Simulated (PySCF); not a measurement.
**Dy³⁺: ionisation energy in cc-pVDZ-X2C**

Wanted: the ionisation energy of dysprosium, up a ladder of methods.

Method: unrestricted determinants in a Gaussian basis, no spin-orbit coupling in the energies. Code: PySCF 2.14.0.

## (1) Starting point

| Item | Value |
| --- | --- |
| Element | dysprosium (Z = 66) |
| Basis | cc-pVDZ-X2C (8s7p5d3f1g, 84 functions) |
| Hamiltonian | scalar relativity by spin-free X2C-1e |
| State 1 | Dy³⁺: [Xe] 4f9, one real determinant |
| Needed too, but not shown | Dy²⁺ [Xe] 4f10 (high-spin determinant) |
| Methods | UHF, LDA, PBE, PBE0, r2SCAN, MP2 |
| Core shells frozen in the correlated runs | valence: [Kr] 4d10; valence and next inner shell: [Ar] 3d10 (for Dy³⁺) |

Outer shells as boxes (Hund's rule):

Dy3+ [Xe] 4f9
```
[Xe] core
4f [↑↓][↑↓][↑ ][↑ ][↑ ][↑ ][↑ ]
```

The runs were made by one driver on top of PySCF. The scripts below sum up each run's settings (the driver also hands on starting orbitals that pick excited configurations, and frozen orbitals as a list rather than a count), and the logs come from the driver's own runs. The driver starts from symmetry-adapted Hartree-Fock orbitals, holds the occupation by maximum overlap and uses a logarithmic radial grid for functionals, so a plain start would take other cycles.

The integrals over 84 functions and the set-up took 21 s of CPU time.

## (2) Dy³⁺

Level: UHF.

The input, input.py:

```python
from pyscf import gto, scf, dft, mp, cc
import basis_set_exchange as bse
mol = gto.M(atom="Dy 0 0 0", charge=3, spin=5, symmetry="D2h",
            basis=gto.basis.parse(bse.get_basis("cc-pVDZ-X2C", elements=["Dy"], fmt="nwchem")),
            nucmod="G")
mf = scf.UHF(mol).sfx2c1e()
mf.irrep_nelec = {'Ag': (9, 9), 'B1g': (2, 2), 'B2g': (2, 2), 'B3g': (2, 2), 'Au': (1, 0), 'B1u': (6, 4), 'B2u': (6, 6), 'B3u': (6, 4)}
mf.kernel()
```

Level: LDA.

Changes to input.py:

```diff
@@ -5,3 +5,3 @@
             nucmod="G")
-mf = scf.UHF(mol).sfx2c1e()
+mf = dft.UKS(mol, xc="LDA,VWN").sfx2c1e()
 mf.irrep_nelec = {'Ag': (9, 9), 'B1g': (2, 2), 'B2g': (2, 2), 'B3g': (2, 2), 'Au': (1, 0), 'B1u': (6, 4), 'B2u': (6, 6), 'B3u': (6, 4)}
```

Level: PBE.

Changes to input.py:

```diff
@@ -5,3 +5,3 @@
             nucmod="G")
-mf = dft.UKS(mol, xc="LDA,VWN").sfx2c1e()
+mf = dft.UKS(mol, xc="PBE").sfx2c1e()
 mf.irrep_nelec = {'Ag': (9, 9), 'B1g': (2, 2), 'B2g': (2, 2), 'B3g': (2, 2), 'Au': (1, 0), 'B1u': (6, 4), 'B2u': (6, 6), 'B3u': (6, 4)}
```

Level: PBE0.

Changes to input.py:

```diff
@@ -5,3 +5,3 @@
             nucmod="G")
-mf = dft.UKS(mol, xc="PBE").sfx2c1e()
+mf = dft.UKS(mol, xc="PBE0").sfx2c1e()
 mf.irrep_nelec = {'Ag': (9, 9), 'B1g': (2, 2), 'B2g': (2, 2), 'B3g': (2, 2), 'Au': (1, 0), 'B1u': (6, 4), 'B2u': (6, 6), 'B3u': (6, 4)}
```

Level: r2SCAN.

Changes to input.py:

```diff
@@ -5,3 +5,3 @@
             nucmod="G")
-mf = dft.UKS(mol, xc="PBE0").sfx2c1e()
+mf = dft.UKS(mol, xc="R2SCAN").sfx2c1e()
 mf.irrep_nelec = {'Ag': (9, 9), 'B1g': (2, 2), 'B2g': (2, 2), 'B3g': (2, 2), 'Au': (1, 0), 'B1u': (6, 4), 'B2u': (6, 6), 'B3u': (6, 4)}
```

Level: MP2 (valence).

Changes to input.py:

```diff
@@ -5,4 +5,5 @@
             nucmod="G")
-mf = dft.UKS(mol, xc="R2SCAN").sfx2c1e()
+mf = scf.UHF(mol).sfx2c1e()
 mf.irrep_nelec = {'Ag': (9, 9), 'B1g': (2, 2), 'B2g': (2, 2), 'B3g': (2, 2), 'Au': (1, 0), 'B1u': (6, 4), 'B2u': (6, 6), 'B3u': (6, 4)}
 mf.kernel()
+mp.UMP2(mf, frozen=23).kernel()
```

Level: MP2 (valence and next inner shell).

Changes to input.py:

```diff
@@ -8,2 +8,2 @@
 mf.kernel()
-mp.UMP2(mf, frozen=23).kernel()
+mp.UMP2(mf, frozen=14).kernel()
```

**Question.** What will these runs give?

The runs gave:

| quantity | value |
| --- | --- |
| ionisation energy, Dy²⁺ | UHF 18.590, MP2 (valence and next inner shell) 22.498 eV; reference 22.89 ± 0.03 |

The methods span 5.325 eV, from UHF (18.590) to LDA (23.915). The reference is uncertain or not like for like (spin-orbit coupling or other relativistic terms), so no ranking of close methods is drawn. The basis is finite, and no extrapolation was made.
